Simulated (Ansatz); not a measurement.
A first try at an equation of state with a fit of Bi, space group Im-3m, using the Python package of Ansatz (0.2.0).

Notebook, run cell by cell (the value of a cell's last expression is shown):

In [1]:
```python
import ansatz as az
import numpy as np
from pymatgen.analysis.eos import EOS
```

In [2]:
```python
vectors0 = np.array([
    [-1.981431, 1.981431, 1.981431],
    [1.981431, -1.981431, 1.981431],
    [1.981431, 1.981431, -1.981431],
])
sites = [
    ("Bi", (0.0, 0.0, 0.0)),
]
```

In [3]:
```python
def make_crystal(cell):
    crystal = az.Crystal(lattice=az.Lattice.of(cell))
    for symbol, position in sites:
        crystal = crystal.atom(symbol, position)
    return crystal
```

In [4]:
```python
# uniform scaling of the cell
volumes, energies, pressures = [], [], []
for scale in np.linspace(0.92, 1.08, 7):
    cell = vectors0 * scale ** (1 / 3)
    setup = (
        make_crystal(cell).calculation()
        .pseudopotentials("paw")
        .basis(650)
        .occupations("gaussian", width=0.05)
        .functional("r2SCAN")
        .kpoints(8, 8, 8)
        .stress()
    )
    rep = setup.run().report
    volume.append(abs(np.linalg.det(cell)) / len(sites))
    energies.append(rep["free_energy_ev"] / len(sites))
    pressures.append(np.trace(rep["stress_gpa"]) / 3)
    print(f"V = {volumes[-1]:8.4f} A^3/atom  F = {energies[-1]:.5f} eV/atom  P = {pressures[-1]:8.3f} GPa")
```
```text
Traceback (most recent call last):
  File "<cell 4>", line 15, in <module>
    volume.append(abs(np.linalg.det(cell)) / len(sites))
    ^^^^^^
NameError: name 'volume' is not defined. Did you mean: 'volumes'?
```

Find the fault and give the corrected session.

The fault: a variable's name is misspelt. The change:

```diff
--- before
+++ after
@@
     rep = setup.run().report
-    volume.append(abs(np.linalg.det(cell)) / len(sites))
+    volumes.append(abs(np.linalg.det(cell)) / len(sites))
     energies.append(rep["free_energy_ev"] / len(sites))
```

Run as a notebook:

(earlier cells as before)

**Cell 4**
```python
# uniform scaling of the cell
volumes, energies, pressures = [], [], []
for scale in np.linspace(0.92, 1.08, 7):
    cell = vectors0 * scale ** (1 / 3)
    setup = (
        make_crystal(cell).calculation()
        .pseudopotentials("paw")
        .basis(650)
        .occupations("gaussian", width=0.05)
        .functional("r2SCAN")
        .kpoints(8, 8, 8)
        .stress()
    )
    rep = setup.run().report
    volumes.append(abs(np.linalg.det(cell)) / len(sites))
    energies.append(rep["free_energy_ev"] / len(sites))
    pressures.append(np.trace(rep["stress_gpa"]) / 3)
    print(f"V = {volumes[-1]:8.4f} A^3/atom  F = {energies[-1]:.5f} eV/atom  P = {pressures[-1]:8.3f} GPa")
```
Output:
```text
V =  28.6276 A^3/atom  F = -12410.75861 eV/atom  P =    5.601 GPa
V =  29.4574 A^3/atom  F = -12410.78174 eV/atom  P =    3.389 GPa
V =  30.2872 A^3/atom  F = -12410.79425 eV/atom  P =    1.491 GPa
V =  31.1169 A^3/atom  F = -12410.79765 eV/atom  P =   -0.138 GPa
V =  31.9467 A^3/atom  F = -12410.79322 eV/atom  P =   -1.537 GPa
V =  32.7765 A^3/atom  F = -12410.78207 eV/atom  P =   -2.740 GPa
V =  33.6063 A^3/atom  F = -12410.76513 eV/atom  P =   -3.773 GPa
```

**Cell 5**
```python
for form in ["pourier_tarantola", "vinet"]:
    fit = EOS(eos_name=form).fit(volumes, energies)
    print(f"{form:18s} V0 {fit.v0:8.4f} A^3/atom  B0 {fit.b0_GPa:7.1f} GPa  B1 {fit.b1:5.2f}")
```
Output:
```text
pourier_tarantola  V0  31.0415 A^3/atom  B0    57.4 GPa  B1  4.68
vinet              V0  31.0416 A^3/atom  B0    57.3 GPa  B1  4.68
```

Total energies depend on the potentials; only differences at equal settings carry meaning. The mesh is modest for a metal, so energies can be off by several to tens of meV an atom and pressures by half a GPa or more; differences at equal mesh fare better. Pressure is positive in compression. Spin-orbit coupling, which matters for elements this heavy, is left out. This isn't the structure that Bi takes at ambient conditions. Timing: 20 s on 1 thread of Intel(R) Xeon(R) Platinum 8259CL CPU @ 2.50GHz (Skylake/Cascade Lake), on a shared host, peak memory 0.58 GiB.

(Lines on the test bed's own set-up are left out of the output.)
